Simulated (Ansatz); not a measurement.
# GdSe (rocksalt): one cell, many starting occupations (series 2), part 1 of 3

Task: map the metastable states of GdSe (rocksalt) by varying the start. Cell and atoms stay fixed. The start comes from a prototype table, not from a measured structure.

Method: DFT LDA+U (U_eff = 5 eV on Gd f), plane waves, PAW, no spin–orbit coupling unless a run says so, in Ansatz 0.2.0.

1 further run of the same task is left out (it didn't finish).

**1. Starting point**

The structure is cubic, space group Fm-3m (No. 225). Conventional cell: a = 5.771 Å, b = 5.771 Å, c = 5.771 Å, α = 90.00°, β = 90.00°, γ = 90.00°. Around Gd (site symmetry m-3m) lie 6 Se at 2.89 Å. Around Se (site symmetry m-3m) lie 6 Gd at 2.89 Å.

Structure file:

```
CELL_PARAMETERS angstrom
0.00000 2.88550 2.88550
5.77100 2.88550 2.88550
5.77100 5.77100 0.00000
ATOMIC_POSITIONS crystal
Gd 0.50000 0.50000 0.00000
Se 0.00000 0.00000 0.00000
Gd 0.50000 0.50000 0.50000
Se 0.00000 0.00000 0.50000
```

Magnetic order typed: antiferromagnetic, doubled cell 0 1/2 1/2.

The runs: from atoms, default search; random orbitals: single harmonics, second filling; random orbitals: fully mixed, first filling.

An earlier series on this cell reached its lowest free state from «from atoms, symmetry kept, no search», perhaps among other starts.

**2. From atoms, default search**

Contents of input.yaml:

```yaml
crystal:
  lattice:
    - [0.0, 2.88550036, 2.88550036]
    - [5.77100072, 2.88550036, 2.88550036]
    - [5.77100072, 5.77100072, 0.0]
  atoms:
    - { symbol: Gd, position: [0.5, 0.5, 0.0], spin: 7.0, spin_axis: [1.0, 0.0, 0.0] }
    - { symbol: Se, position: [0.0, 0.0, 0.0] }
    - { symbol: Gd, position: [0.5, 0.5, 0.5], spin: 7.0, spin_axis: [-1.0, 0.0, 0.0] }
    - { symbol: Se, position: [0.0, 0.0, 0.5] }
basis:
  ecutwfc: 420
  ecutrho_ratio: 4
kpoints:
  mp_grid: { grid: [6, 6, 6] }
hamiltonian:
  xc: lda
  hubbard:
    sites: [{ site: 0, l: f, u_eff: 5.0 }, { site: 2, l: f, u_eff: 5.0 }]
scf:
  occupations: { method: gaussian, width: 0.05 }
output:
  forces: true
  stress: true
  eigenvalues: true
  populations: true
  hubbard: { sites: [{ site: 0, l: f }, { site: 2, l: f }] }
  write_density: true
  write_potential: true
  elf: true
  volumetric_format: npy
magnetization:
  noncollinear: true
  spin_orbit: true
```

This run includes spin–orbit coupling.

On the command line:

```sh
ansatz run input.yaml --threads 4 --pin off --max-ram 6144MiB --backend cpu --events-out ev --progress --plain --runs-dir out
```

Output:

```text
[... 1 line left out ...]
Warning: RAYON_NUM_THREADS=4 ignored (pool sized by the plan → 4); use --threads N
basis.fft_grid_basis auto: the FFT boxes are laid along the combinations [[1, 0, 0], [-1, 1, 0], [0, -1, 1]] of the cell's own vectors, 4.081, 5.771 and 4.081 Å long. The dense box has 30×40×30 points. Along the cell's own vectors, as sized, it would have 30×48×60, 2.40 times as many. basis.fft_grid_basis: typed keeps the cell's own vectors: state it where this run's energies or levels are differenced outside the engine with another run's, or held beside a run that keeps those vectors. Those combinations have planes normal to reciprocal vector 3, as the cell's own vectors have. Each planar average written beside output.write_density, output.write_potential has a row for each plane of the box: 30. The volumetric files lie along those combinations, not along the cell's own vectors: a cube or XSF file states them, and fields.json those of NumPy files.
Gd: projections on atomic orbitals take those of the free atom [Kr 4d10] 4f7 5s2 5p6 5d1 6s2, of charge +0.00 (hamiltonian.pseudopotentials.projection_atoms); the dataset's partial waves leave at most 3.2e-4 of an orbital's norm unspanned inside its sphere
Se: projections on atomic orbitals take those of the free atom [Ar] 3d10 4s2 4p4, of charge +0.00 (hamiltonian.pseudopotentials.projection_atoms); the dataset's partial waves leave at most 1.8e-9 of an orbital's norm unspanned inside its sphere
band count auto-derived: 92, from the close of a first SCF at 82 (N_el = 68.0; filled up to band 68; 82 by the electrons, moments and atoms)
Engine: ansatz 0.2.0, aarch64-unknown-linux-gnu
Pseudopotentials: kind: paw_fr
Pseudopotential: Gd, paw_fr, valence charge 18, recommended cutoff 420 eV (normal), Gd.paw.azcp#standard-fr
Pseudopotential: Se, paw_fr, valence charge 16, recommended cutoff 420 eV (normal), Se.paw.azcp#standard-fr
Functional definition: SPW92
  exchange = slater_x
  correlation = pw_c
Crystal: 4 atoms, lattice volume = 96.100 Å³
Basis set: ecut = 420 eV, 1875 PW (Γ), FFT grids on a1, −a1+a2, −a2+a3
Bands: 82, of which v1, the nominal top of the filled ones, is band 68 counted from 1 (67 counted from 0)
Symmetry: 16 space group operations + 16 with time reversal
Magnetic group: BNS 128.410 (UNI 1070), of the structure as read, at distance tolerance 4.6e-5 Å
k-points: 40 of 216
Projection manifold: j_resolved (fully-relativistic pseudo-atomic orbitals)
Non-local potential: Gd, projectors of the file, l = 0: 3, l = 1: 4, l = 2: 4, l = 3: 6
Non-local potential: Se, projectors of the file, l = 0: 2, l = 1: 4, l = 2: 6, l = 3: 2
PAW form: soft (Blöchl's): semilocal exchange-correlation on the pseudo side does not see the compensation charge
PAW frozen core: Gd, regenerated for the run's functional, and the local potential with it (the file was generated under x = pbe(κ = 0.804, μ = 0.2195149727645171), c = pbe(β = 0.06672455060314922))
PAW frozen core: Se, regenerated for the run's functional, and the local potential with it (the file was generated under x = pbe(κ = 0.804, μ = 0.2195149727645171), c = pbe(β = 0.06672455060314922))
PAW one-centre angular grid: Gd, 590 points (default); XC on 64 Gauss nodes
PAW one-centre angular grid: Se, 590 points (default); XC on 64 Gauss nodes
Initial density: superposition of atomic densities (chi_scale 0.1, normalization cell, long waves kept (reshape's long-wave potential 0.00 eV rms))
Starting moments: Σ|m| = 14 μB on 2 of 4 sites
Initial wavefunctions: pseudopotential atomic-orbital guess
Functional: x = slater, c = lda
SCF iter   1: F=—  HF=-29045.156024 eV  |F-HF|=—  |Δ(HF+E_count)|=         —  Δρ=3.47e-1  dr2=2.19e1  dr2_m=2.66e1  ethr=3.10e-3  |M|=2.68e-15 ∫|m|=1.29e1 μB  |m|>n=0.0e0 m-floor=3.2e-3 τ_xc=0.0e0  β_m=1.00  ⟨swp⟩=5.1  Hψ=13442  notcnv=0
preconditioner: auto → Kerker (q_TF=auto, 2.575 Å⁻¹)  [metal: Δε(μ)=0.006 eV  Ē_g=9.195 eV  σ=0.050 eV  W_gap=0.07  n_scr=28 (ndim 8)  ℏωp=24.0 eV  f_vac=0.000  D(μ)=17.93/eV (n_scr^D=318)]
spin=Noncollinear: Kerker preconditioning applied to the charge; magnetization (m_x, m_y, m_z) channels mix plain (no charge-response kernel on spin).
SCF iter   2: F=—  HF=-29042.115187 eV  |F-HF|=—  |Δ(HF+E_count)|=    3.04e0  Δρ=1.62e-1  dr2=2.84e0  dr2_m=5.76e0  ethr=3.10e-3  |M|=1.19e-16 ∫|m|=1.43e1 μB  |m|>n=0.0e0 m-floor=1.1e-4 τ_xc=2.8e-18  β_m=1.00  ⟨swp⟩=5.8  Hψ=8330  notcnv=0  defer=130
SCF iter   3: F=—  HF=-29040.757002 eV  |F-HF|=—  |Δ(HF+E_count)|=    1.36e0  Δρ=3.41e-2  dr2=1.48e0  dr2_m=4.30e-3  ethr=3.10e-3  |M|=1.11e-15 ∫|m|=1.41e1 μB  |m|>n=0.0e0 m-floor=1.1e-4 τ_xc=1.5e-18  β_m=0.30  ⟨swp⟩=3.7  Hψ=7143  notcnv=0  defer=279
SCF iter   4: F=—  HF=-29044.116078 eV  |F-HF|=—  |Δ(HF+E_count)|=    3.36e0  Δρ=1.12e-2  dr2=9.67e-2  dr2_m=2.74e-2  ethr=2.17e-3  |M|=5.29e-16 ∫|m|=1.40e1 μB  |m|>n=0.0e0 m-floor=1.1e-4 τ_xc=8.2e-19  β_m=1.00  ⟨swp⟩=3.9  Hψ=6815  notcnv=0  defer=203
SCF iter   5: F=—  HF=-29045.625891 eV  |F-HF|=—  |Δ(HF+E_count)|=    1.51e0  Δρ=1.67e-2  dr2=1.95e-1  dr2_m=6.16e-2  ethr=1.42e-4  |M|=8.76e-16 ∫|m|=1.43e1 μB  |m|>n=0.0e0 m-floor=1.1e-4 τ_xc=5.7e-19  β_m=1.00  ⟨swp⟩=7.2  Hψ=10142  notcnv=0  defer=242
SCF iter   6: F=—  HF=-29046.305902 eV  |F-HF|=—  |Δ(HF+E_count)|=   6.80e-1  Δρ=1.10e-2  dr2=1.17e-1  dr2_m=1.47e-4  ethr=1.42e-4  |M|=1.14e-15 ∫|m|=1.43e1 μB  |m|>n=0.0e0 m-floor=1.1e-4 τ_xc=7.9e-19  β_m=1.00  ⟨swp⟩=4.8  Hψ=6049  notcnv=0  defer=264
SCF iter   7: F=—  HF=-29046.763793 eV  |F-HF|=—  |Δ(HF+E_count)|=   4.58e-1  Δρ=6.22e-3  dr2=3.71e-2  dr2_m=4.60e-5  ethr=1.42e-4  |M|=2.29e-15 ∫|m|=1.43e1 μB  |m|>n=0.0e0 m-floor=1.1e-4 τ_xc=6.0e-19  β_m=0.30  ⟨swp⟩=4.1  Hψ=5613  notcnv=0  defer=276
Mixer restart at iter 7: flushing history
spin-set hold released at iteration 7 (site moments contracting): the magnetisation degrees of freedom join the quasi-Newton model from the next iteration; the mixer history was flushed
SCF iter   8: F=—  HF=-29047.004791 eV  |F-HF|=—  |Δ(HF+E_count)|=   2.41e-1  Δρ=3.80e-3  dr2=1.51e-2  dr2_m=1.02e-4  ethr=5.46e-5  |M|=2.14e-15 ∫|m|=1.43e1 μB  |m|>n=0.0e0 m-floor=1.1e-4 τ_xc=4.2e-19  β_m=0.65  ⟨swp⟩=2.6  Hψ=5739  notcnv=0  defer=300
SCF iter   9: F=—  HF=-29047.253174 eV  |F-HF|=—  |Δ(HF+E_count)|=   2.48e-1  Δρ=2.25e-3  dr2=5.49e-3  dr2_m=6.08e-4  ethr=2.22e-5  |M|=1.46e-15 ∫|m|=1.43e1 μB  |m|>n=0.0e0 m-floor=1.1e-4 τ_xc=1.6e-19  β_m=0.55  ⟨swp⟩=4.9  Hψ=5848  notcnv=0  defer=298
SCF iter  10: F=—  HF=-29047.249793 eV  |F-HF|=—  |Δ(HF+E_count)|=   3.38e-3  Δρ=7.89e-4  dr2=4.74e-4  dr2_m=1.47e-4  ethr=8.08e-6  |M|=2.28e-16 ∫|m|=1.43e1 μB  |m|>n=0.0e0 m-floor=1.1e-4 τ_xc=1.7e-19  β_m=0.78  ⟨swp⟩=3.6  Hψ=5793  notcnv=0  defer=300
SCF iter  11: F=—  HF=-29047.250047 eV  |F-HF|=—  |Δ(HF+E_count)|=   2.54e-4  Δρ=3.67e-4  dr2=8.40e-5  dr2_m=3.52e-5  ethr=6.97e-7  |M|=9.55e-16 ∫|m|=1.43e1 μB  |m|>n=0.0e0 m-floor=1.1e-4 τ_xc=1.7e-19  β_m=0.89  ⟨swp⟩=2.5  Hψ=6291  notcnv=0  defer=290
SCF iter  12: F=—  HF=-29047.250228 eV  |F-HF|=—  |Δ(HF+E_count)|=   1.81e-4  Δρ=7.30e-5  dr2=3.33e-6  dr2_m=2.63e-6  ethr=1.24e-7  |M|=2.87e-16 ∫|m|=1.43e1 μB  |m|>n=0.0e0 m-floor=1.1e-4 τ_xc=1.9e-19  β_m=0.94  ⟨swp⟩=2.8  Hψ=5739  notcnv=0  defer=288
SCF iter  13: F=—  HF=-29047.250247 eV  |F-HF|=—  |Δ(HF+E_count)|=   1.89e-5  Δρ=2.50e-5  dr2=3.50e-7  dr2_m=2.78e-7  ethr=4.89e-9  |M|=4.44e-16 ∫|m|=1.43e1 μB  |m|>n=0.0e0 m-floor=1.1e-4 τ_xc=2.0e-19  β_m=0.97  ⟨swp⟩=3.1  Hψ=6152  notcnv=0  defer=288
SCF iter  14: F=—  HF=-29047.250249 eV  |F-HF|=—  |Δ(HF+E_count)|=   1.92e-6  Δρ=1.43e-5  dr2=1.94e-7  dr2_m=9.06e-8  ethr=1.47e-10  |M|=9.50e-16 ∫|m|=1.43e1 μB  |m|>n=0.0e0 m-floor=1.1e-4 τ_xc=2.0e-19  β_m=0.90  ⟨swp⟩=20.1  Hψ=25638  notcnv=0
SCF iter  15: F=—  HF=-29047.250249 eV  |F-HF|=—  |Δ(HF+E_count)|=   2.14e-7  Δρ=6.02e-6  dr2=1.48e-8  dr2_m=1.78e-8  ethr=1.47e-10  |M|=2.22e-15 ∫|m|=1.43e1 μB  |m|>n=0.0e0 m-floor=1.1e-4 τ_xc=2.0e-19  β_m=0.95  ⟨swp⟩=6.0  Hψ=19302  notcnv=0
SCF iter  16: F=-29047.250249 eV  HF=-29047.250249 eV  |F-HF|=1.13e-8  |Δ(HF+E_count)|=   1.05e-7  Δρ=2.57e-6  dr2=1.97e-9  dr2_m=3.25e-9  ethr=2.17e-11  |M|=1.48e-15 ∫|m|=1.43e1 μB  |m|>n=0.0e0 m-floor=1.1e-4 τ_xc=2.1e-19  ⟨swp⟩=6.0  Hψ=13676  notcnv=0
SCF 1, on 82 bands, converged in 16 iterations: F = -29047.250249 eV; the run's SCF on all bands comes behind
The result of the SCF on 82 bands, without a stress, told ahead of the SCF on all bands, whose result is the run's:
SCF converged after 16 iterations
Magnetization: |M| = 0.0000 μB,  M = (-0.0000, +0.0000, -0.0000) μB
Absolute magnetization: 14.2627 μB (∫|m|, with the PAW one-centre terms)
  site 0: m = (+6.9791, +0.0000, -0.0000) μB, |m| = 6.9791 μB  (R = 1.19 Å)
  site 1: m = (+0.0103, -0.0000, -0.0000) μB, |m| = 0.0103 μB  (R = 1.19 Å)
  site 2: m = (-6.9791, -0.0000, +0.0000) μB, |m| = 6.9791 μB  (R = 1.19 Å)
  site 3: m = (-0.0103, +0.0000, +0.0000) μB, |m| = 0.0103 μB  (R = 1.19 Å)
Free energy (F): -29047.250249 eV
Harris-Foulkes:  -29047.250249 eV  (|F-HF|=1.13e-8)
Internal energy: -29047.248032 eV  (E = F + TS)
E sigma→0 (E₀):  -29047.249140 eV
Entropy (-TS):   -0.002217 eV (-0.554 meV/atom)
Fermi energy:    14.117132 eV
--- Per-component energies (eV) ---
  E_band       = -699.613190
  E_kinetic    = 1056.018975
  E_local      = -8324.437986  (includes V_loc(G=0)·N_el)
  E_nonlocal   = -594.438384
  E_hartree    = 3847.002859
  E_xc         = -675.688443
  E_vxc        = -709.801592  (∫ρ·V_xc dr)
  E_hubbard    = 0.263031  (on-site DFT+U / exact-exchange correction)
  E_vhub       = -34.702291  (the Hubbard potential's part of the band-sum identity)
  E_paw        = -16161.575204  (= ΣΔE_a)
  E_vpaw       = 213.746705  (= ΣTr[D̂ρ^β])
  E_aug_tail   = -0.001242  (compensation charges beyond the density's cutoff)
  E_ewald      = -8201.399636
  E_core_change = 7.007999  (= ΣΔE_core)
  E_smearing   = -0.002217  (= −TS)
  E_closure    = 0.000000  (closes the sum)
  Σ components = -29047.250249   (vs F -29047.250249, Δ=0.00e0)
--- Hubbard shell moments (per corrected site; Tr N, ν in electrons; μ in μ_B) ---
  shell 0: Tr N=7.0457  μ_S=(+6.8966, +0.0000, -0.0000)  μ_L=(+0.0347, -0.0000, +0.0000)  μ=(+6.9312, +0.0000, -0.0000)  ν=0.2231 along (+1.000, +0.000, -0.000)
  shell 1: Tr N=7.0457  μ_S=(-6.8966, -0.0000, -0.0000)  μ_L=(-0.0347, -0.0000, -0.0000)  μ=(-6.9312, -0.0000, -0.0000)  ν=0.2231 along (-1.000, -0.000, -0.000)
--- Forces (eV/Å), atoms counted from 1 ---
  atom   1  Gd     0.00000000    -0.00000000    -0.00000000
  atom   2  Se     0.00000000     0.00000000    -0.00000000
  atom   3  Gd     0.00000000    -0.00000000    -0.00000000
  atom   4  Se     0.00000000     0.00000000     0.00000000
  max |Σ_I F_I| component: 3.25e-19 eV/Å
--- Band table (eV; the first three rows and the last of 40) ---
[... 4 lines left out ...]
Bands: 92, of which v1, the nominal top of the filled ones, is band 68 counted from 1 (67 counted from 0)
Projection manifold: j_resolved (fully-relativistic pseudo-atomic orbitals)
Initial density: handed on by an earlier stage of this run
Starting moments: Σ|m| = 14 μB on 2 of 4 sites; this step starts from the density that it was given
iter 1 solved again at ethr=2.14e-8 eV; its pass at ethr=3.10e-3 eV (dr2=1.46e-5 eV) is discarded
SCF iter   1: F=—  HF=-29047.250249 eV  |F-HF|=—  |Δ(HF+E_count)|=         —  Δρ=2.57e-6  dr2=1.89e-9  dr2_m=3.23e-9  ethr=2.14e-8  |M|=1.24e-15 ∫|m|=1.43e1 μB  |m|>n=0.0e0 m-floor=1.1e-4 τ_xc=2.0e-19  β_m=0.30  ⟨swp⟩=4.5  Hψ=28925  notcnv=0
preconditioner: auto → Kerker (q_TF=auto, 2.575 Å⁻¹)  [metal: Δε(μ)=0.030 eV  Ē_g=11.758 eV  σ=0.050 eV  W_gap=0.33  n_scr=28 (ndim 8)  ℏωp=24.0 eV  f_vac=0.000  D(μ)=1.77/eV (n_scr^D=6)]
spin=Noncollinear: Kerker preconditioning applied to the charge; magnetization (m_x, m_y, m_z) channels mix plain (no charge-response kernel on spin).
SCF iter   2: F=-29047.250249 eV  HF=-29047.250249 eV  |F-HF|=8.37e-9  |Δ(HF+E_count)|=   2.28e-7  Δρ=2.27e-6  dr2=2.08e-9  dr2_m=2.58e-9  ethr=2.78e-12  |M|=4.20e-16 ∫|m|=1.43e1 μB  |m|>n=0.0e0 m-floor=1.1e-4 τ_xc=2.1e-19  ⟨swp⟩=12.5  Hψ=28495  notcnv=0
SCF 2 converged in 2 iterations: F = -29047.250249 eV  dr2 = 2.08e-9
SCF converged after 18 iterations (16 of them on 82 bands)
Magnetization: |M| = 0.0000 μB,  M = (-0.0000, -0.0000, -0.0000) μB
Absolute magnetization: 14.2627 μB (∫|m|, with the PAW one-centre terms)
  site 0: m = (+6.9791, +0.0000, -0.0000) μB, |m| = 6.9791 μB  (R = 1.19 Å)
  site 1: m = (+0.0103, -0.0000, -0.0000) μB, |m| = 0.0103 μB  (R = 1.19 Å)
  site 2: m = (-6.9791, -0.0000, +0.0000) μB, |m| = 6.9791 μB  (R = 1.19 Å)
  site 3: m = (-0.0103, +0.0000, -0.0000) μB, |m| = 0.0103 μB  (R = 1.19 Å)
Free energy (F): -29047.250249 eV
Harris-Foulkes:  -29047.250249 eV  (|F-HF|=8.37e-9)
Internal energy: -29047.248032 eV  (E = F + TS)
E sigma→0 (E₀):  -29047.249140 eV
Entropy (-TS):   -0.002217 eV (-0.554 meV/atom)
Fermi energy:    14.117129 eV
--- Per-component energies (eV) ---
  E_band       = -699.613439
  E_kinetic    = 1056.019010
  E_local      = -8324.438881  (includes V_loc(G=0)·N_el)
  E_nonlocal   = -594.438092
  E_hartree    = 3847.003543
  E_xc         = -675.688437
  E_vxc        = -709.801580  (∫ρ·V_xc dr)
  E_hubbard    = 0.263035  (on-site DFT+U / exact-exchange correction)
  E_vhub       = -34.702289  (the Hubbard potential's part of the band-sum identity)
  E_paw        = -16161.575330  (= ΣΔE_a)
  E_vpaw       = 213.745826  (= ΣTr[D̂ρ^β])
  E_aug_tail   = -0.001242  (compensation charges beyond the density's cutoff)
  E_ewald      = -8201.399636
  E_core_change = 7.007999  (= ΣΔE_core)
  E_smearing   = -0.002217  (= −TS)
  E_closure    = -0.000000  (closes the sum)
  Σ components = -29047.250249   (vs F -29047.250249, Δ=0.00e0)
--- Hubbard shell moments (per corrected site; Tr N, ν in electrons; μ in μ_B) ---
  shell 0: Tr N=7.0457  μ_S=(+6.8966, -0.0000, +0.0000)  μ_L=(+0.0347, +0.0000, +0.0000)  μ=(+6.9312, -0.0000, +0.0000)  ν=0.2231 along (+1.000, +0.000, +0.000)
  shell 1: Tr N=7.0457  μ_S=(-6.8966, +0.0000, +0.0000)  μ_L=(-0.0347, -0.0000, -0.0000)  μ=(-6.9312, +0.0000, +0.0000)  ν=0.2231 along (-1.000, -0.000, -0.000)
--- Forces (eV/Å), atoms counted from 1 ---
  atom   1  Gd     0.00000000     0.00000000    -0.00000000
  atom   2  Se     0.00000000    -0.00000000     0.00000000
  atom   3  Gd     0.00000000    -0.00000000    -0.00000000
  atom   4  Se     0.00000000    -0.00000000     0.00000000
  max |Σ_I F_I| component: 2.85e-19 eV/Å
--- Stress (GPa, compression-positive) ---
       -3.234532      -0.000000      -0.000000
       -0.000000      -3.364510       0.000000
        0.000000       0.000000      -3.364510
  P = ⅓ Tr σ = -3.3212 GPa (-33.212 kbar)
--- Band table (eV; the first three rows and the last of 40) ---
[... 4 lines left out ...]
Occupation matrices written to <dir>
--- Löwdin populations: 4 sites ---
  site symbol       q [e]
     0     Gd     17.7869
     1     Se     16.1553
     2     Gd     17.7869
     3     Se     16.1553
  spilling = 0.001701 (of n_electrons = 68.000000)
--- Occupation matrices: 2 shells (run DFT+U table (all-electron-ortho-atomic); ε = 7.57e-3) ---
  Gd0 f_4F: site group Oh (m-3m); on the run's cell D4h (4/mmm)
  Gd0 f_4F spinor Tr n = 7.0457  λ = 0.003 0.004 0.005 0.006 0.009 0.011 0.011 0.999 0.999 0.999 1.000 1.000 1.000 1.000  [7× x(x2-3y2) 0.14 (T1u 0.43) G3/2u(0.56)/E3/2u(0.57) | 7× yz2 0.14 (T2u 0.43) G3/2u(0.58)/E3/2u(0.57)]
  Gd2 f_4F: site group Oh (m-3m); on the run's cell D4h (4/mmm)
  Gd2 f_4F spinor Tr n = 7.0457  λ = 0.003 0.004 0.005 0.006 0.009 0.011 0.011 0.999 0.999 0.999 1.000 1.000 1.000 1.000  [7× x(x2-3y2) 0.14 (T1u 0.43) G3/2u(0.56)/E3/2u(0.57) | 7× yz2 0.14 (T2u 0.43) G3/2u(0.58)/E3/2u(0.57)]
  Tr n, λ and their labels are of the run-group-symmetrised matrices; stabiliser: 32 of 64 elements of G0×{1,Θ} (closed), max defect 4.0e-15 at τ = 1.6e-3
```

It took 2.2 min on 4 threads of Arm Neoverse V1, shared host; peak memory 1.7 GiB.

Result: no gap, pressure -3.3 GPa, moments in spheres Gd1 (6.98, 0.00, 0.00); Gd3 (-6.98, 0.00, 0.00) μB, largest force component 0.00 eV/Å, 16 symmetry operations imposed.

The shells' filling, with natural orbitals sorted by occupation:

| shell | channel | electrons | over 0.8 | 0.2 to 0.8 | under 0.2 |
| --- | --- | --- | --- | --- | --- |
| Gd 4f (atom 1) | both spins | 7.05 | 7 | 0 | 7 |

Spin moments on the atoms, as numbers:

| atom | x (μB) | y (μB) | z (μB) |
| --- | --- | --- | --- |
| Gd1 | 6.98 | 0.00 | 0.00 |
| Gd3 | -6.98 | 0.00 | 0.00 |

The maps below are laid out on this run's own conventional cell (a, b, c = 5.771, 5.771, 5.771 Å).

Density in a lattice plane of the grid's cell (edges 5.77 and 5.77 Å, at 0.000 of the third edge), which holds Gd and Se.

Ten even steps from ' ' (0.09 e/Å³) to '@' (45.28 e/Å³):
```
==--..              ..::::::..              ..--
                        ..                      
                                                
                                                
                                                
                                                
                                                
..                                              
::::..              ..--==--..              ..::
--::..              ..++@@++..              ..::
::::..              ..--==--..              ..::
..                                              
                                                
                                                
                                                
                                                
                                                
                        ..                      
==--..              ..::::::..              ..--
@@**..              ..::--::..              ..**
```
Columns run along the first of these edges and rows up along the second, over one cell in 24 and 20 even steps from the bottom left corner. Atoms in the plane (fractional): Gd at (0.50, 0.00), Se at (0.00, 0.00), Gd at (0.00, 0.50), Se at (0.50, 0.50).

ELF in the same plane.

Values, 12 rows by 12 columns:
```
0.54 0.73 0.75 0.23 0.35 0.80 0.78 0.80 0.35 0.23 0.75 0.73
0.78 0.75 0.62 0.19 0.09 0.34 0.52 0.34 0.09 0.19 0.62 0.75
0.25 0.23 0.19 0.14 0.19 0.23 0.25 0.23 0.19 0.14 0.19 0.23
0.52 0.34 0.09 0.19 0.62 0.75 0.78 0.75 0.62 0.19 0.09 0.34
0.78 0.80 0.34 0.23 0.75 0.73 0.54 0.73 0.75 0.23 0.34 0.80
0.07 0.78 0.51 0.25 0.78 0.54 0.07 0.54 0.78 0.25 0.51 0.78
0.78 0.80 0.34 0.23 0.75 0.73 0.54 0.73 0.75 0.23 0.34 0.80
0.52 0.34 0.09 0.19 0.62 0.75 0.78 0.75 0.62 0.19 0.09 0.34
0.25 0.23 0.19 0.14 0.19 0.23 0.25 0.23 0.19 0.14 0.19 0.23
0.78 0.75 0.62 0.19 0.09 0.34 0.52 0.34 0.09 0.19 0.62 0.75
0.54 0.73 0.75 0.23 0.35 0.80 0.78 0.80 0.35 0.23 0.75 0.73
0.08 0.54 0.78 0.25 0.52 0.78 0.07 0.78 0.52 0.25 0.78 0.54
```
Columns run along the first of these edges and rows up along the second, over one cell in 12 and 12 even steps from the bottom left corner. Atoms in the plane (fractional): Gd at (0.50, 0.00), Se at (0.00, 0.00), Gd at (0.00, 0.50), Se at (0.50, 0.50).

Both are smooth fields of the valence electrons: close to the nuclei they are not physical.

Outside the cores ELF peaks at 0.79 in the shell around Se, 0.8 Å from Se.

(Continued in part 2 of 3.)
